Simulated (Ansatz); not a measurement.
La₃Hf, space group Pm-3m: a convergence test of the k-point mesh, run with the Ansatz DFT code, driven from Python.

The script, `la3hf_kconv.py`:
```python
"""Convergence of La3Hf with the k-point mesh."""

import warnings

import ansatz


def main() -> None:
    warnings.simplefilter("ignore", ansatz.DeckWarning)

    la3hf = (
        ansatz.Lattice.of([5.04513, 0.0, 0.0], [0.0, 5.04513, 0.0], [0.0, 0.0, 5.04513])
        .atom("La", [0.0, 0.5, 0.5])
        .atom("La", [0.5, 0.0, 0.5])
        .atom("La", [0.5, 0.5, 0.0])
        .atom("Hf", [0.0, 0.0, 0.0])
    )

    setup = (
        la3hf.calculation()
        .functional("pbe", dispersion="d4")
        .pseudopotentials("paw")
        .basis(420)
        .occupations(ansatz.OccupationsMethod.FERMI_DIRAC, width=50 * ansatz.meV)
    )

    rows = []
    for value in [(2, 2, 2), (3, 3, 3), (4, 4, 4), (5, 5, 5), (6, 6, 6)]:
        rep = setup.kpoints(mesh=value).run().report
        rows.append((value, rep["free_energy_ev"] / len(rep["lattice"]["sites"]), rep["n_iterations"], rep["n_kpoints"]))

    print("        mesh   F/atom (eV)    iterations      k-points")
    for row in rows:
        print(f"{str(row[0]):>12s}  {row[1]:12.5f}  {row[2]:12d}  {row[3]:12d}")

    # the last row is the reference
    for row in rows[:-1]:
        shift = 1000 * (row[1] - rows[-1][1])
        print(f"{row[0]}: {shift:+.2f} meV/atom" + ("  (within 5 meV)" if abs(shift) < 5 else ""))


if __name__ == "__main__":
    main()
```

From which mesh on is the energy per atom within 5 meV of the last row, and how does it get there?

From 4×4×4 on it stays within 5 meV an atom of the value at 6×6×6; the first row (2×2×2) is off by 287.2 meV and the last but one by 1.32 meV. This holds for F at a smearing of 0.05 eV; a narrower one needs a denser mesh. It goes up and down, since the sum over k-points isn't variational.

The output:

Running `python la3hf_kconv.py` prints:
```text
        mesh   F/atom (eV)    iterations      k-points
   (2, 2, 2)   -8617.71712             8             4
   (3, 3, 3)   -8618.03502             8             4
   (4, 4, 4)   -8618.00817             7            10
   (5, 5, 5)   -8618.00296             7            10
   (6, 6, 6)   -8618.00427             7            20
(2, 2, 2): +287.15 meV/atom
(3, 3, 3): -30.75 meV/atom
(4, 4, 4): -3.90 meV/atom  (within 5 meV)
(5, 5, 5): +1.32 meV/atom  (within 5 meV)
```

Reading the output:
- Dispersion corrections can be off by several per cent in the lattices of metals, and by several GPa in the pressure at a fixed cell.
- Spin-orbit coupling, which matters for elements this heavy, is left out.
- This cell is a computed structure, which may not be the phase found in nature.
- Shifts are counted from the finest mesh, which is itself no proven limit.
- Finished in 17 s on 1 thread of Arm Neoverse V2, on a shared host, peak memory 0.47 GiB.

(Lines on the test bed's own set-up are left out of the output.)
